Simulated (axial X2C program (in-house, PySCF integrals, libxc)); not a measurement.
# SnCl⁺: bond curves with and without spin–orbit coupling

Aim: find the lowest determinant of SnCl⁺, scan the bond at several levels and fit the constants, once spin-free and once with spin–orbit coupling.

The runs use an in-house X2C program for linear molecules on PySCF integrals; all-electron X2C, Sn dyall-cv3z, Cl dyall-av3z.

All values are calculated.

**1. Set-up**

Input file task.json:

```json
{
 "zs": [
  50,
  17
 ],
 "q": 1,
 "bas": [
  "dyall-cv3z",
  "dyall-av3z"
 ],
 "levels": [
  "PBE0",
  "HF",
  "BP86"
 ],
 "cc": true,
 "r0": 2.39,
 "thr": -1.0,
 "nmax": 90,
 "npts": 10,
 "nst": 2,
 "ntry": 6
}
```

Keys: zs atomic numbers; q charge; bas basis sets; levels methods (HF also brings MP2); cc coupled cluster on or off; r0 starting distance in Å; thr threshold in hartree for freezing inner shells (an s shell follows its p shell); nmax most natural virtual spinors; npts points asked for on the curve; nst determinants followed; ntry starts of the search.

Run with:

```sh
$ python so2c.py task.json out
```

Spin-free means the one-electron spin-free X2C Hamiltonian; two-component (2c) means X2C with spin–orbit coupling and atomic mean-field two-electron Coulomb and Gaunt terms. Basis: Sn dyall-cv3z contracted to [11s12p9d4f1g], Cl dyall-av3z contracted to [9s8p3d2f]; Gaussian nuclei, density fitting. Masses: Sn 119.902 u, Cl 34.969 u.

Notation: σ, π±, δ± give the projection m of an orbital's angular momentum (0, ±1, ±2), α and β its spin, Λ and M_S the sums; ω is the projection of a spinor's total angular momentum and Ω the sum. Logs are in hartree.

The results follow Hamiltonian by Hamiltonian and level by level.

**2. Search for the lowest determinant**

PBE0 moves the distance from 2.390 Å to 2.270 Å and compares determinants there.

Spin-free determinants:

```json
{"ΔE (eV)": "0.00", "state": "M_S = 0, Λ = 0", "open shells": "closed shell"}
{"ΔE (eV)": "3.85", "state": "M_S = 1, Λ = 1", "open shells": "beyond closed shells: σα, π+α"}
{"ΔE (eV)": "4.27", "state": "M_S = 0, Λ = 1", "open shells": "beyond closed shells: σα, π+β"}
{"ΔE (eV)": "4.82", "state": "M_S = 1, Λ = 2", "open shells": "beyond closed shells: 2 × π+α, π+β, π-α"}
{"ΔE (eV)": "4.82", "state": "M_S = 1, Λ = 0", "open shells": "beyond closed shells: π+α, π+β, 2 × π-α"}
{"ΔE (eV)": "4.89", "state": "M_S = 0, Λ = 2", "open shells": "beyond closed shells: π+α, 2 × π+β, π-α"}
```

Two-component determinants:

```json
{"ΔE (eV)": "0.00", "state": "Ω = 0", "open shells": "closed shell"}
{"ΔE (eV)": "4.04", "state": "Ω = 2", "open shells": "excess of +ω over −ω: ω = 1/2, ω = 3/2"}
{"ΔE (eV)": "4.09", "state": "Ω = 1", "open shells": "excess of +ω over −ω: 2 × ω = 1/2"}
{"ΔE (eV)": "4.46", "state": "Ω = 1", "open shells": "excess of +ω over −ω: ω = -1/2, ω = 3/2"}
{"ΔE (eV)": "4.60", "state": "Ω = 1", "open shells": "excess of +ω over −ω: ω = -1/2, ω = 3/2"}
{"ΔE (eV)": "4.67", "state": "Ω = 2", "open shells": "excess of +ω over −ω: ω = 1/2, ω = 3/2"}
{"ΔE (eV)": "4.95", "state": "Ω = 3", "open shells": "excess of +ω over −ω: 2 × ω = 3/2"}
```

**3. PBE0, spin-free**

State followed: M_S = 0, Λ = 0 (closed shell). The scan is laid around 2.270 Å, a first estimate of the minimum, and this SCF restarts from the orbitals of the search.

The SCF at the reference distance of 2.270 Å:

```text
spin-free X2C-1e  PBE0
basis functions 191  fitting functions 958  grid points 5081
iter        total energy     max residual
   1      -6637.534872407     4.36e-06
   2      -6637.534872407     2.92e-06
converged
one-electron -9507.03346929  Coulomb 2865.76105004  exact exchange -47.85871248  xc functional -146.55379762  nuclear repulsion 198.15005695
```

Along the bond, energies from the lowest point:

```
R (Å)  E (eV)  μ (D)  HOMO (eV)  LUMO (eV)  iterations
1.975  1.1689  -0.80     -14.88      -8.55          26
2.066  0.4780  -1.34     -15.00      -8.70          21
2.134  0.1861  -1.75     -15.06      -8.81          19
2.202  0.0382  -2.16     -15.08      -8.92          18
2.270  0.0000  -2.57     -15.07      -9.03           2
2.349  0.0586  -3.03     -14.88      -9.15          20
2.429  0.1977  -3.49     -14.58      -9.27          17
2.531  0.4567  -4.04     -14.22      -9.41          17
2.656  0.8464  -4.69     -13.82      -9.58          18
2.837  1.4744  -5.54     -13.34      -9.79          19
```

Dipoles are positive if Cl is the positive end and refer to the centre of mass.

Outer orbitals at the reference distance:

```tsv
symmetry	occupied	ε (eV)	atomic character
σα	yes	-28.68	80% Cl s, 7% Sn p, 6% Sn d
σα	yes	-19.47	52% Sn s, 36% Cl p, 6% Cl s
π-α	yes	-15.21	87% Cl p, 7% Sn p, 3% Sn d
π+α	yes	-15.21	87% Cl p, 7% Sn p, 3% Sn d
σα	yes	-15.07	46% Cl p, 27% Sn p, 22% Sn s
π-α	no	-9.03	81% Sn p, 8% Cl p, 7% Cl d
π+α	no	-9.03	81% Sn p, 8% Cl p, 7% Cl d
σα	no	-6.10	53% Sn p, 18% Sn d, 12% Cl p
σα	no	-3.38	38% Cl s, 36% Sn s, 12% Cl d
```

PBE0 fields in the half plane through the axis: z from -2.4 to 4.5 Å across, distance from the axis 0.15 to 2.25 Å upwards; Sn lies at z = 0 and Cl at z = 2.270 Å; the ELF is damped to zero where the density is low.

log10 density (e/bohr³). Ten even steps from ' ' (-5.12 ) to '@' (1.82 ):
```
    ....::::::::::::::::::::::::::::::......    
  ..::::::--------------------------::::::....  
..::::--------====----------======------::::..  
..::------============================----::::..
::::----====++++++++++====++++++++++++==----::..
::----====++++******++++++++********++====--::..
::----==++++**######**++++************++==--::::
::--====++**##%%@@%%##**++****%%%%****++==----::
```

ELF. Ten even steps from '0' (0.00 ) to '9' (0.92 ):
```
000001110000000000000000
000145542100012221100000
002688754211134544310000
027998643221356777541000
059997432222478998863100
289985334322589999975200
399973478741587117986300
499963648461581991986310
```

Re = 2.264 Å, ωe = 428 cm⁻¹, ωexe = 1.06 cm⁻¹, Be = 0.1215 cm⁻¹, De = 4.22 eV, μ = -2.53 D.

**4. HF, spin-free**

Output at 2.270 Å:

```text
spin-free X2C-1e  HF
basis functions 191  fitting functions 958  grid points 5081
iter        total energy     max residual
   1      -6634.557212231     3.31e-01
   2      -6634.585001820     7.48e-03
   3      -6634.585985717     8.94e-03
   4      -6634.586102127     1.69e-03
   5      -6634.586118217     2.74e-04
   6      -6634.586120241     2.54e-04
   7      -6634.586120456     4.62e-05
   8      -6634.586120477     1.01e-05
   9      -6634.586120478     4.41e-06
  10      -6634.586120478     6.13e-07
converged
one-electron -9505.82720871  Coulomb 2864.63124461  exact exchange -191.54021333  xc functional 0.00000000  nuclear repulsion 198.15005695
```

Re = 2.262 Å, ωe = 439 cm⁻¹, ωexe = 1.04 cm⁻¹, Be = 0.1216 cm⁻¹, De = 2.77 eV, μ = -2.97 D.

**5. BP86, spin-free**

Output at 2.270 Å:

```text
spin-free X2C-1e  BP86
basis functions 191  fitting functions 958  grid points 5081
iter        total energy     max residual
   1      -6638.795203941     1.38e-01
   2      -6638.798641147     1.25e-02
   3      -6638.799992563     1.99e-02
   4      -6638.800271987     4.01e-03
   5      -6638.800294952     1.73e-03
   6      -6638.800301593     8.65e-04
   7      -6638.800302389     6.77e-05
   8      -6638.800302418     7.67e-05
   9      -6638.800302438     1.73e-05
  10      -6638.800302440     1.03e-05
converged
one-electron -9507.21024698  Coulomb 2865.92055523  exact exchange 0.00000000  xc functional -195.66066764  nuclear repulsion 198.15005695
```

Re = 2.290 Å, ωe = 406 cm⁻¹, ωexe = 1.09 cm⁻¹, Be = 0.1187 cm⁻¹, De = 4.39 eV, μ = -2.34 D.

**6. MP2 and beyond, spin-free**

Correlated methods: 10 electrons correlated (frozen shells, counted by type: Sn 4 s, 3 p, 2 d; Cl 2 s, 1 p), 258 virtual spinors in MP2, 90 natural virtuals in coupled cluster.

Output of the correlated part at 2.270 Å:

```text
correlated 10  virtual 258  natural virtual 90  E(MP2) -0.250004350  MP2 remainder -0.006442582
iter   CCSD correlation   residual
   1     -0.258323848   1.15e-01
   2     -0.264816949   4.62e-02
   3     -0.266660193   1.94e-02
   4     -0.266563011   5.28e-03
   5     -0.266583262   1.81e-03
   6     -0.266591839   7.86e-04
   7     -0.266592594   2.21e-04
   8     -0.266595296   6.56e-05
   9     -0.266594590   2.00e-05
  10     -0.266594434   5.74e-06
  11     -0.266594314   2.12e-06
  12     -0.266594298   7.00e-07
(T) -0.012085807  T1 0.0214  D1 0.0302  max T2 0.069
```

T1 in the output is the amplitude norm over the root of the electron number; divide by √2 for the Lee–Taylor value.

MP2: Re = 2.275 Å, ωe = 430 cm⁻¹, Be = 0.1203 cm⁻¹, De = 4.21 eV.

CCSD: Re = 2.275 Å, ωe = 429 cm⁻¹, ωexe = 1.04 cm⁻¹, Be = 0.1203 cm⁻¹, De = 3.90 eV. T1 at Re = 0.015 (Lee–Taylor, the printed value over √2).

CCSD(T): Re = 2.281 Å, ωe = 423 cm⁻¹, ωexe = 1.04 cm⁻¹, Be = 0.1197 cm⁻¹, De = 4.05 eV. T1 at Re = 0.015 (Lee–Taylor, the printed value over √2).

**7. The spin-free curves together**

Energy (eV) of the followed determinant, spin-free, from each level's lowest point:

```
R (Å)   PBE0     HF    MP2   CCSD  CCSD(T)   BP86
1.975  1.169  1.211  1.286    n/a      n/a  1.298
2.066  0.478  0.493  0.543  0.542    0.564  0.569
2.134  0.186  0.190  0.223  0.222    0.237  0.247
2.202  0.038  0.038  0.054  0.054    0.061  0.069
2.270  0.000  0.000  0.000  0.000    0.000  0.000
2.349  0.059  0.064  0.046  0.046    0.037  0.023
2.429  0.198  0.212  0.178  0.177    0.159  0.128
2.531  0.457  0.488  0.435  0.430    0.401  0.343
2.656  0.846  0.902  0.828    n/a      n/a  0.680
2.837  1.474  1.574  1.472    n/a      n/a  1.232
```

**8. PBE0, 2c**

State followed: Ω = 0 (closed shell). The scan is laid around 2.270 Å, a first estimate of the minimum, and this SCF restarts from the orbitals of the search.

The SCF at the reference distance of 2.270 Å:

```text
two-component X2C + atomic mean field  PBE0
basis functions 191  fitting functions 958  grid points 5081
iter        total energy     max residual
   1      -6634.861034184     5.59e-05
   2      -6634.861034184     2.65e-05
   3      -6634.861034190     2.20e-06
converged
one-electron -9499.39781905  Coulomb 2864.28947199  exact exchange -47.83205191  xc functional -146.47588250  nuclear repulsion 198.15005695  atomic mean-field constant -3.59480968
```

Along the bond, energies from the lowest point:

```
R (Å)  E (eV)  μ (D)  HOMO (eV)  LUMO (eV)  iterations
1.975  1.1708  -0.79     -14.88      -8.70          28
2.066  0.4794  -1.33     -15.00      -8.86          23
2.134  0.1871  -1.74     -15.06      -8.97          22
2.202  0.0388  -2.15     -15.08      -9.09          22
2.270  0.0000  -2.55     -15.07      -9.20           3
2.349  0.0579  -3.01     -14.85      -9.32          21
2.429  0.1963  -3.46     -14.55      -9.44          18
2.531  0.4541  -4.01     -14.19      -9.59          19
2.656  0.8420  -4.65     -13.80      -9.76          19
2.837  1.4663  -5.48     -13.32      -9.98          21
```

Dipoles are positive if Cl is the positive end and refer to the centre of mass.

Outer spinors at the reference distance:

```tsv
ω	occupied	ε (eV)	atomic character	λ mixture
1/2	yes	-28.69	80% Cl s, 7% Sn p, 6% Sn d	100% σ
1/2	yes	-19.47	52% Sn s, 37% Cl p, 6% Cl s	100% σ
1/2	yes	-15.26	87% Cl p, 8% Sn p, 3% Sn d	100% π
3/2	yes	-15.18	88% Cl p, 7% Sn p, 3% Sn d	100% π
1/2	yes	-15.07	46% Cl p, 27% Sn p, 22% Sn s	100% σ
1/2	no	-9.20	81% Sn p, 9% Cl p, 7% Cl d	100% π
3/2	no	-8.85	82% Sn p, 8% Cl p, 7% Cl d	100% π
1/2	no	-6.08	54% Sn p, 18% Sn d, 11% Cl p	100% σ
1/2	no	-3.37	37% Cl s, 37% Sn s, 12% Cl d	100% σ
```

PBE0 fields in the half plane through the axis: z from -2.4 to 4.5 Å across, distance from the axis 0.15 to 2.25 Å upwards; Sn lies at z = 0 and Cl at z = 2.270 Å; the ELF is damped to zero where the density is low.

log10 density (e/bohr³). Ten even steps from ' ' (-5.12 ) to '@' (1.82 ):
```
    ....::::::::::::::::::::::::::::::......    
  ..::::::--------------------------::::::....  
..::::--------====----------======------::::..  
..::------============================----::::..
::::----====++++++++++====++++++++++++==----::..
::----====++++******++++++++********++====--::..
::----==++++**######**++++************++==--::::
::--====++**##%%@@%%##**++****%%%%****++==----::
```

ELF. Ten even steps from ' ' (0.00 ) to '@' (0.92 ):
```
          ......                                
      ..==++++==::..      ..::::::....          
    ::**%%%%##++==::......--==++====--..        
  ::##@@@@%%**==--::::..--++**######++==..      
  ++@@@@@@##==--::::::::==##%%@@@@%%%%**--..    
::%%@@@@%%++----==--::::++%%@@@@@@@@@@##++::    
--@@@@@@##--==##%%##==..++%%##....##@@%%**--    
==@@@@@@**--**==%%==**..++%%..@@@@..@@%%**--..  
```

Re = 2.265 Å, ωe = 427 cm⁻¹, ωexe = 1.07 cm⁻¹, Be = 0.1214 cm⁻¹, De = 3.97 eV, μ = -2.52 D.

**9. HF, 2c**

Output at 2.270 Å:

```text
two-component X2C + atomic mean field  HF
basis functions 191  fitting functions 958  grid points 5081
iter        total energy     max residual
   1      -6631.881307409     3.76e-01
   2      -6631.909092317     7.46e-03
   3      -6631.910079622     1.02e-02
   4      -6631.910197293     1.71e-03
   5      -6631.910213803     3.16e-04
   6      -6631.910215934     2.63e-04
   7      -6631.910216161     5.40e-05
   8      -6631.910216184     1.18e-05
   9      -6631.910216186     5.97e-06
  10      -6631.910216186     1.02e-06
converged
one-electron -9498.18774131  Coulomb 2863.15566490  exact exchange -191.43338705  xc functional 0.00000000  nuclear repulsion 198.15005695  atomic mean-field constant -3.59480968
```

Re = 2.263 Å, ωe = 439 cm⁻¹, ωexe = 1.04 cm⁻¹, Be = 0.1216 cm⁻¹, De = 2.37 eV, μ = -2.96 D.

**10. BP86, 2c**

The SCF at the reference distance of 2.270 Å:

```text
two-component X2C + atomic mean field  BP86
basis functions 191  fitting functions 958  grid points 5081
iter        total energy     max residual
   1      -6636.121665148     1.56e-01
   2      -6636.125100985     1.26e-02
   3      -6636.126452534     2.24e-02
   4      -6636.126732246     4.50e-03
   5      -6636.126754376     1.94e-03
   6      -6636.126760753     9.72e-04
   7      -6636.126762588     6.77e-05
   8      -6636.126762617     8.56e-05
   9      -6636.126762637     1.73e-05
  10      -6636.126762638     1.16e-05
converged
one-electron -9499.57553595  Coulomb 2864.44999472  exact exchange 0.00000000  xc functional -195.55646869  nuclear repulsion 198.15005695  atomic mean-field constant -3.59480968
```

Re = 2.291 Å, ωe = 405 cm⁻¹, ωexe = 1.1 cm⁻¹, Be = 0.1187 cm⁻¹, De = 4.14 eV, μ = -2.33 D.

**11. Correlated methods, 2c**

Correlated methods: 10 electrons correlated (frozen shells, counted by type: Sn 4 s, 3 p, 2 d; Cl 2 s, 1 p), 258 virtual spinors in MP2, 90 natural virtuals in coupled cluster.

Output of the correlated part at 2.270 Å:

```text
correlated 10  virtual 258  natural virtual 90  E(MP2) -0.249940002  MP2 remainder -0.006437717
iter   CCSD correlation   residual
   1     -0.258272795   1.15e-01
   2     -0.264770342   4.61e-02
   3     -0.266603775   1.93e-02
   4     -0.266506698   5.29e-03
   5     -0.266527147   1.82e-03
   6     -0.266535659   7.91e-04
   7     -0.266536437   2.26e-04
   8     -0.266539217   7.23e-05
   9     -0.266538450   2.65e-05
  10     -0.266538310   1.12e-05
  11     -0.266538130   5.53e-06
  12     -0.266538128   2.59e-06
(T) -0.012078691  T1 0.0214  D1 0.0313  max T2 0.069
```

MP2: Re = 2.275 Å, ωe = 430 cm⁻¹, Be = 0.1203 cm⁻¹, De = 3.87 eV.

CCSD: Re = 2.275 Å, ωe = 428 cm⁻¹, ωexe = 1.04 cm⁻¹, Be = 0.1203 cm⁻¹, De = 3.56 eV. T1 at Re = 0.015 (Lee–Taylor, the printed value over √2).

CCSD(T): Re = 2.282 Å, ωe = 423 cm⁻¹, ωexe = 1.05 cm⁻¹, Be = 0.1196 cm⁻¹, De = 3.71 eV. T1 at Re = 0.015 (Lee–Taylor, the printed value over √2).

**12. The 2c curves together**

Energy (eV) of the followed determinant, 2c, from each level's lowest point:

```
R (Å)   PBE0     HF    MP2   CCSD  CCSD(T)   BP86
1.975  1.171  1.213  1.288    n/a      n/a  1.301
2.066  0.479  0.494  0.545  0.544    0.566  0.570
2.134  0.187  0.191  0.224  0.224    0.239  0.248
2.202  0.039  0.038  0.054  0.054    0.062  0.069
2.270  0.000  0.000  0.000  0.000    0.000  0.000
2.349  0.058  0.064  0.046  0.045    0.036  0.023
2.429  0.196  0.212  0.177  0.175    0.157  0.126
2.531  0.454  0.486  0.432  0.428    0.398  0.340
2.656  0.842  0.900  0.825    n/a      n/a  0.674
2.837  1.466  1.570  1.466    n/a      n/a  1.223
```

Time for the job: 2 min (1 thread of Arm Neoverse V1, shared host); peak memory 0.65 GiB.

**13. Constants**

Lowest determinant that the search found at its distance, spin-free: M_S = 0, Λ = 0 (closed shell).

Lowest determinant that the search found at its distance, 2c: Ω = 0 (closed shell).

```json
{"Hamiltonian": "spin-free", "level": "PBE0", "Re (Å)": "2.264", "ωe (cm⁻¹)": "428", "De (eV)": "4.22", "μ (D)": "-2.53"}
{"Hamiltonian": "spin-free", "level": "HF", "Re (Å)": "2.262", "ωe (cm⁻¹)": "439", "De (eV)": "2.77", "μ (D)": "-2.97"}
{"Hamiltonian": "spin-free", "level": "MP2", "Re (Å)": "2.275", "ωe (cm⁻¹)": "430", "De (eV)": "4.21", "μ (D)": "n/a"}
{"Hamiltonian": "spin-free", "level": "CCSD", "Re (Å)": "2.275", "ωe (cm⁻¹)": "429", "De (eV)": "3.90", "μ (D)": "n/a"}
{"Hamiltonian": "spin-free", "level": "CCSD(T)", "Re (Å)": "2.281", "ωe (cm⁻¹)": "423", "De (eV)": "4.05", "μ (D)": "n/a"}
{"Hamiltonian": "spin-free", "level": "BP86", "Re (Å)": "2.290", "ωe (cm⁻¹)": "406", "De (eV)": "4.39", "μ (D)": "-2.34"}
{"Hamiltonian": "2c", "level": "PBE0", "Re (Å)": "2.265", "ωe (cm⁻¹)": "427", "De (eV)": "3.97", "μ (D)": "-2.52"}
{"Hamiltonian": "2c", "level": "HF", "Re (Å)": "2.263", "ωe (cm⁻¹)": "439", "De (eV)": "2.37", "μ (D)": "-2.96"}
{"Hamiltonian": "2c", "level": "MP2", "Re (Å)": "2.275", "ωe (cm⁻¹)": "430", "De (eV)": "3.87", "μ (D)": "n/a"}
{"Hamiltonian": "2c", "level": "CCSD", "Re (Å)": "2.275", "ωe (cm⁻¹)": "428", "De (eV)": "3.56", "μ (D)": "n/a"}
{"Hamiltonian": "2c", "level": "CCSD(T)", "Re (Å)": "2.282", "ωe (cm⁻¹)": "423", "De (eV)": "3.71", "μ (D)": "n/a"}
{"Hamiltonian": "2c", "level": "BP86", "Re (Å)": "2.291", "ωe (cm⁻¹)": "405", "De (eV)": "4.14", "μ (D)": "-2.33"}
```

Dipoles are positive if Cl is the positive end and refer to the centre of mass.

Time per point (s) on 1 thread of Arm Neoverse V1, shared host (2c runs; CCSD comes with the CCSD(T) run); the times are rough: PBE0 0.87, HF 0.62, MP2 0.79, CCSD(T) 3.6, BP86 0.47.

At CCSD(T), going from spin-free to two-component changes Re by +1 mÅ, ωe by -0.1 %, which is small (part of it comes from the scalar share of the two-electron terms). De moves by -0.34 eV; both De rest on single-determinant atoms, which can miss part of an open shell's spin–orbit lowering.

De refers to Sn+ + Cl, each in the lowest determinant found, which need not be this curve's own limit. Each curve is one determinant whose occupation by symmetry is held fixed; it was picked as the lowest of a PBE0 search that is not exhaustive. Closed shells are restricted here (equal orbitals for both partners), which fails at long range if the bond breaks into open shells. Dissociation energies refer to the lowest single-determinant-based atoms at the same level and basis. CCSD and (T) use frozen natural virtuals with an MP2 correction for the truncation. With the outer-core shells frozen, correlated bond lengths of heavy atoms tend to come out a few hundredths of an ångström too long.
